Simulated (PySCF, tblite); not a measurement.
# C4H10ClPSi2: geometry, infrared bands and NMR shifts

Aim: predict the infrared bands and NMR shifts of C4H10ClPSi2 (`C=C/C(=C/[SiH3])[Si@H](P)Cl`).

The runs use tblite 0.8.0 and PySCF 2.14.0, with density-fitted response routines of our own; the level of theory stands in each step. All values are computed, except where a source is named. Atoms count from 0, in the outputs and in this text.

**1. Starting geometry**

18 atoms, charge 0, multiplicity 1; geometry from: force field or distance geometry start.

Bonds of the start (Å): C0–C1 1.31, C1–C2 1.46, C2–C3 1.31, C3–Si4 1.84, C2–Si5 1.83, Si5–P6 2.20, Si5–Cl7 2.11, C0–H8 1.08, C0–H9 1.10, C1–H10 1.09, C3–H11 1.08, Si4–H12 1.49, Si4–H13 1.46, Si4–H14 1.47, Si5–H15 1.46, P6–H16 1.47, P6–H17 1.46.

**2. Geometry optimisation with GFN2-xTB**

Job settings and geometry (Å):

```
{"job": {"kind": "relax", "xc": "GFN2-xTB", "basis": "xTB"}, "charge": 0, "multiplicity": 1}
C     -0.142500     2.805900     0.546200
C      0.344900     1.730200     1.110600
C      0.408800     0.418100     0.471500
C      0.928000    -0.573700     1.149100
Si     1.047000    -2.272200     0.453300
Si    -0.213300     0.078300    -1.212200
P     -2.111800    -1.028200    -1.234900
Cl     1.252900    -0.877000    -2.398000
H     -0.556100     2.805100    -0.446700
H     -0.152400     3.749700     1.116600
H      0.731900     1.850100     2.127600
H      1.301800    -0.441200     2.158200
H      0.911900    -3.194000     1.614500
H     -0.025500    -2.576900    -0.487500
H      2.388900    -2.423300    -0.130600
H     -0.454300     1.362300    -1.869900
H     -3.088500    -0.359900    -0.363600
H     -2.580500    -1.046900    -2.615800
```

Started as:

```bash
OMP_NUM_THREADS=1 python probes_run.py task.json out
```

The driver reads the jobs from task.json and runs them one after another.

**Question.** This job is followed by: GFN2-xTB harmonic vibrations, gas phase; GIAO PBE0/pcSseg-1 NMR shielding, non-relativistic, gas phase. Predict these results of the whole session: strongest single infrared mode (GFN2-xTB); zero-point energy (GFN2-xTB); ¹³C shifts against TMS (PBE0/pcSseg-1); ¹H shifts against TMS (PBE0/pcSseg-1, means over atoms taken as alike); ²⁹Si shifts against TMS (PBE0/pcSseg-1); ³¹P shifts against H3PO4 (PBE0/pcSseg-1); ³⁵Cl shifts against HCl (PBE0/pcSseg-1).

The runs gave:

```
                                                              quantity                                         value
                             strongest single infrared mode (GFN2-xTB)                         2230 cm⁻¹, 455 km/mol
                                          zero-point energy (GFN2-xTB)                                 72.3 kcal/mol
                                ¹³C shifts against TMS (PBE0/pcSseg-1)                164.8, 153.6, 152.5, 123.0 ppm
¹H shifts against TMS (PBE0/pcSseg-1, means over atoms taken as alike)  7.13, 6.66, 6.35, 5.46, 5.15, 4.47, 1.47 ppm
                               ²⁹Si shifts against TMS (PBE0/pcSseg-1)                                3.9, -83.3 ppm
                              ³¹P shifts against H3PO4 (PBE0/pcSseg-1)                                    -275.6 ppm
                               ³⁵Cl shifts against HCl (PBE0/pcSseg-1)                                         2 ppm
```

In words: Over 112 steps the energy fell by 1.115 eV; of the close pairs, P6–H16 changed most, 1.470 to 1.385 Å. All 48 modes are real, so the xTB geometry is a minimum. The strongest single mode, at 2230 cm⁻¹, moves mainly H12. GFN2-xTB is a fitted tight-binding method: band positions and strengths are rough. Its intensities can rank the bands wrongly.
